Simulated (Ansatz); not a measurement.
# BiAs: strong compression

One table from this session's results is given with a row withheld; the runs are named, their logs left out.

Program: Ansatz 0.2.0. Level of theory: DFT PBE, with the methods named in each step. These are calculated values, not measurements.

2 further runs of the same task are left out: 2 that didn't finish. Runs told in other sessions of the task aren't counted.

### Starting point

Symmetry: Fm-3m, No. 225, cubic system. Conventional cell: a = 5.616 Å, b = 5.616 Å, c = 5.616 Å, α = 90.00°, β = 90.00°, γ = 90.00°. Bi (site symmetry m-3m) is surrounded by 6 As at 2.81 Å. As (site symmetry m-3m) has 6 Bi at 2.81 Å in its first shell of neighbours.

Structure file:

```xyz
2
Lattice="0.0000 2.8078 2.8078 2.8078 0.0000 2.8078 2.8078 2.8078 0.0000" Properties=species:S:1:pos:R:3 pbc="T T T"
Bi    0.0000    0.0000    0.0000
As    2.8078    2.8078    2.8078
```

Whether this phase is the stable one at these pressures isn't tested.

Atoms are numbered in the order of the input: Bi1, As2.

Set-up of the first run:

input.yaml reads:

```yaml
crystal:
  lattice:
    - [0.0, 2.8077865456, 2.8077865456]
    - [2.8077865456, 0.0, 2.8077865456]
    - [2.8077865456, 2.8077865456, 0.0]
  atoms:
    - { symbol: Bi, position: [0.0, 0.0, 0.0] }
    - { symbol: As, position: [0.5, 0.5, 0.5] }
kpoints:
  mp_grid: { grid: [13, 13, 13] }
scf:
  occupations: { method: fermi_dirac, width: 0.05 }
hamiltonian:
  xc: pbe
  pseudopotentials: { kind: paw }
output:
  forces: true
  stress: true
relax:
  f_tol: 0.005
  max_steps: 40
  cell: {}
```

Run with:

```
$ ansatz run input.yaml --threads 1 --pin off --max-ram 2048MiB --backend cpu --events-out ev --progress --plain --runs-dir out
```

Steps of the session up to this table: Cell relaxed at zero pressure, PAW; More of the same log: cell relaxed at zero pressure; Volume scaled by 1, PAW; Volume scaled by 0.9, PAW; Volume scaled by 0.8, PAW; Volume scaled by 0.7, PAW; Volume scaled by 0.6, PAW; Volume scaled by 0.5, PAW; Volume scaled by 0.4, PAW; Volume scaled by 0.4, PAW (source ansatz).

One table of the session follows, with a row left open; its other results are not shown here.

```
             method  volume over the first  volume (Å³/atom)  pressure (GPa)
                PAW                      1            27.445            0.00
                PAW                    0.9            24.701            8.39
                PAW                    0.8            21.956           22.96
                PAW                    0.7            19.212           49.03
                PAW                    0.6                 ?               ?
                PAW                    0.5            13.723          198.73
                PAW                    0.4            10.978          427.93
PAW (source ansatz)                    0.4            10.978          427.94
```

Q: Estimate the row for PAW, 0.6 from the others.

As computed: volume (Å³/atom): 16.467; pressure (GPa): 98.04. In the column «volume (Å³/atom)» it lies between PAW, 0.5 (13.723) and PAW, 0.7 (19.212).
